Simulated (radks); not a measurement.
# The Coulomb parameter U of the 3d shell of Fe

The task here is to estimate one member of a computed series from the others.

Program: radks (a radial shooting solver on a logarithmic mesh, Libxc functionals) version 1. Level of theory: scalar-relativistic Kohn-Sham, r2SCAN, spin-unpolarised, spherical densities, finite nucleus. These are calculated values, not measurements, unless marked.

## The atom as given

```
element            : iron (Z = 26)
charge             : 0
electrons          : 26
configuration      : [Ar] 3d7 4s1
nuclear rms radius : 3.7377 fm
```

The outer shells:

Fe
```
[Ar] core
3d [↑↓][↑↓][↑ ][↑ ][↑ ]
4s [↑ ]
```

Set-up of the first run:

The run's settings:

```text
Z 26
configuration [Ar] 3d7 4s1
relativity scalar-relativistic
functional r2scan,r2scan
spin unpolarised
nucleus finite rms 3.7377 fm
c 137.035999084
```

Among the steps run: Start: [Ar] 3d7 4s1.

One of the session's tables, all rows but one given; the rest of the session is left out.

It belongs to the step «Start: [Ar] 3d7 4s1». Sizes of the orbitals, from the radial functions (bohr):

```
level      <r>  outermost maximum (interpolated)  90 % within  nodes
   1s  0.05846                            0.0383        0.104      0
   2s   0.2663                             0.222        0.413      1
   2p   0.2353                             0.180        0.385      0
   3s   0.8142                             0.701         1.22      2
   3p        ?                                 ?            ?      ?
   4s    3.223                              2.57         4.97      3
   3d    1.268                             0.726         2.32      0
```

Estimate the missing values for 3p.

As computed: <r>: 0.8653; outermost maximum (interpolated): 0.716; 90 % within: 1.34; nodes: 1. In the column «<r>» it lies between 3s (0.8142) and 3d (1.268).
